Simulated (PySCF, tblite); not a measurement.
# C6H12B radical: geometry, infrared bands and EPR parameters

What infrared bands and EPR parameters should C6H12B radical (`CC1CC[B]CC1`) show?

Programs: tblite 0.8.0 and PySCF 2.14.0, with density-fitted response routines of our own. Each step states its level of theory. These are calculated values for one molecule in the gas phase, unless marked as measured. Atoms count from 0, in the outputs and in this text.

## Step 1: The starting structure

19 atoms, charge 0, multiplicity 2; geometry from: force field or distance geometry start.

Bonds of the start (Å): C0–C1 1.54, C1–C2 1.54, C2–C3 1.54, C3–B4 1.61, B4–C5 1.59, C5–C6 1.54, C6–C1 1.55, C0–H7 1.10, C0–H8 1.11, C0–H9 1.11, C1–H10 1.11, C2–H11 1.11, C2–H12 1.12, C3–H13 1.10, C3–H14 1.10, C5–H15 1.10, C5–H16 1.11, C6–H17 1.12, C6–H18 1.11.

## Step 2: Geometry optimisation with GFN2-xTB

What the job is given:

```
{"job": {"kind": "relax", "xc": "GFN2-xTB", "basis": "xTB"}, "charge": 0, "multiplicity": 2}
C      2.043700     0.743500    -0.167100
C      0.620800     0.183100    -0.375000
C     -0.429900     1.219800     0.056300
C     -1.870600     0.721700    -0.187800
B     -2.063200    -0.698700     0.536600
C     -0.931700    -1.769300     0.221900
C      0.458000    -1.133200     0.433000
H      2.801800     0.012800    -0.494600
H      2.169100     1.667100    -0.768100
H      2.209000     0.986900     0.908200
H      0.496900    -0.047200    -1.450100
H     -0.302300     2.150800    -0.537500
H     -0.315400     1.487300     1.137200
H     -2.602100     1.437200     0.225800
H     -2.052800     0.604600    -1.267200
H     -1.026500    -2.103200    -0.817800
H     -1.053800    -2.642600     0.896000
H      0.610100    -0.945700     1.521700
H      1.229000    -1.865600     0.121000
```

Launch:

```sh
$ OMP_NUM_THREADS=1 python probes_run.py task.json out
```

The driver reads the jobs from task.json and runs them one after another.

**Question.** This job is followed by: GFN2-xTB harmonic vibrations, gas phase; UKS B3LYP, pcH-1 on B C H, non-relativistic, mean-field spin-orbit, GIAO. What will the session give for the following? strongest single infrared mode (GFN2-xTB); zero-point energy (GFN2-xTB); g(iso) (B3LYP); ⟨S²⟩; largest a(iso) (averaged by class); potential on the surface of density 0.002 e/bohr³, 1st and 99th percentile.

**Answer**, as computed:

| quantity | value |
| --- | --- |
| strongest single infrared mode (GFN2-xTB) | 2972 cm⁻¹, 97 km/mol |
| zero-point energy (GFN2-xTB) | 105.4 kcal/mol |
| g(iso) (B3LYP) | 2.00199 |
| ⟨S²⟩ | 0.751 (exact 0.75) |
| largest a(iso) (averaged by class) | 11B on B4, 362.0 MHz |
| potential on the surface of density 0.002 e/bohr³, 1st and 99th percentile | -0.96 V and 0.90 V |

The optimisation took 51 steps and gained 0.229 eV; among the close pairs (by a distance rule), C3–B4 changed most, from 1.606 to 1.560 Å. No mode is imaginary among the 51: a minimum at this level. Unscaled tight-binding wavenumbers are off by several per cent, some by more. Its intensities can rank the bands wrongly. Most of the unpaired spin sits on B4 (0.96 e). The isotropic g lies 0.3 ppt below the free-electron value. These values are for one conformer; the search (at its own cheap level) found 1 more, at 1.00 kcal/mol, and measured spectra average over such forms.
